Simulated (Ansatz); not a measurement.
# C6H6O2: the cost of one run

Computed with Ansatz 0.2.0, Gaussian basis. Level: RKS PBE-D4/def2-SVP.

Plan: relaxation at PBE-D4/def2-SVP; relaxation at PBE0-D4/def2-TZVP; harmonic vibrations at the same level.

1 further run of the same task is left out (set aside as unsound or not needed).

## Step 1: The system as given

SMILES `Oc1ccc(O)cc1`, 14 atoms, charge 0, spin multiplicity 1.

Atoms are counted from 1 here; the program's logs count them from 0.

Bond lengths: O1–C2 1.416 Å, O1–H9 0.947 Å, C2–C3 1.392 Å, C2–C8 1.352 Å, C3–C4 1.342 Å, C3–H10 1.129 Å, C4–C5 1.463 Å, C4–H11 1.044 Å, C5–O6 1.360 Å, C5–C7 1.385 Å, O6–H12 0.968 Å, C7–C8 1.387 Å, C7–H13 1.143 Å, C8–H14 1.120 Å. Angles: C2–O1–H9 107.6°, O1–C2–C3 119.0°, O1–C2–C8 121.8°, C3–C2–C8 119.1°, C2–C3–C4 124.1°, C2–C3–H10 117.2°, C4–C3–H10 118.6°, C3–C4–C5 116.3°, C3–C4–H11 124.6°, C5–C4–H11 118.6°, C4–C5–O6 120.9°, C4–C5–C7 119.3°, O6–C5–C7 119.8°, C5–O6–H12 107.6°, C5–C7–C8 120.4°, C5–C7–H13 116.5°, C8–C7–H13 123.0°, C2–C8–C7 120.6° and more.

The start is a force-field geometry with small random shifts, so a cheaper pass at PBE-D4/def2-SVP comes first.

## Step 2: Geometry optimisation, PBE-D4/def2-SVP (cheap first pass)

Input file in.yaml:

```yaml
crystal:
  periodic: [false, false, false]
  atoms:
    - {symbol: O, position_ang: [1.410400, -1.087900, 2.152100]}
    - {symbol: C, position_ang: [0.664300, -0.549800, 1.075700]}
    - {symbol: C, position_ang: [1.048200, 0.673300, 0.532400]}
    - {symbol: C, position_ang: [0.475700, 1.230200, -0.546400]}
    - {symbol: C, position_ang: [-0.681300, 0.527400, -1.101200]}
    - {symbol: O, position_ang: [-1.377400, 1.046400, -2.148500]}
    - {symbol: C, position_ang: [-1.069500, -0.681900, -0.549300]}
    - {symbol: C, position_ang: [-0.378300, -1.214800, 0.529200]}
    - {symbol: H, position_ang: [0.968100, -1.873100, 2.442200]}
    - {symbol: H, position_ang: [1.931900, 1.193200, 1.004800]}
    - {symbol: H, position_ang: [0.720500, 2.170300, -0.928600]}
    - {symbol: H, position_ang: [-0.960100, 1.885800, -2.390100]}
    - {symbol: H, position_ang: [-1.993800, -1.177700, -1.003900]}
    - {symbol: H, position_ang: [-0.771600, -2.170600, 0.960200]}
basis:
  gaussian: {orbitals: def2-SVP}
hamiltonian: {xc: pbe, dispersion: d4}
relax: {f_tol: 0.03, max_steps: 200}
```

Launch:

```
$ ansatz run in.yaml --threads 2 --pin off --events-out ev --progress --plain --max-ram 22528MiB --backend cpu
```

**Question.** How long does this run take on 2 threads of AMD EPYC 7R13, shared host, and how much memory does it need?

About 17 s, with a peak of 0.25 GiB.
